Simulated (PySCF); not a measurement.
# C3HN3Si: the cost of one run

Computed with PySCF 2.14.0, with density-fitted response routines of our own, on a single molecule in the gas phase. Atoms count from 0, in the outputs and in this text.

### Step 1. The molecule as given

8 atoms, charge 0, multiplicity 1; geometry from: GFN2-xTB. The atoms were then displaced at random by about 0.01 Å, so the start is not that level's minimum.

Bonds of the start (Å): N0–C1 1.12, C1–Si2 1.86, Si2–C3 1.91, C3–N4 1.12, Si2–C5 1.85, C5–N6 1.14, Si2–H7 1.46.

### Step 2. Optimising the geometry at PBE0-D3(BJ)/def2-SVP

The job: settings as JSON, then the geometry in Å.

```
{"job": {"xc": "PBE0", "basis": "def2-SVP", "d3": "d3bj", "grid": 1, "shake": 0.01, "kind": "geom"}, "charge": 0, "multiplicity": 1}
N     -0.431260     2.748860    -0.495750
C     -0.277660     1.703860    -0.127640
Si    -0.002130    -0.023230     0.506840
C      1.635080    -0.602810    -0.285040
N      2.576140    -0.974640    -0.763710
C     -1.346300    -1.067570    -0.214190
N     -2.172130    -1.723840    -0.638810
H      0.073400    -0.079760     1.965830
```

Run with:

```sh
> OMP_NUM_THREADS=1 python probes_run.py task.json out
```

The driver reads the jobs from task.json and runs them one after another.

**Question.** How long does this first job take on 1 thread of Arm Neoverse V1, shared host, and how much memory does it need?

About 31 s, with a peak of 0.43 GiB.
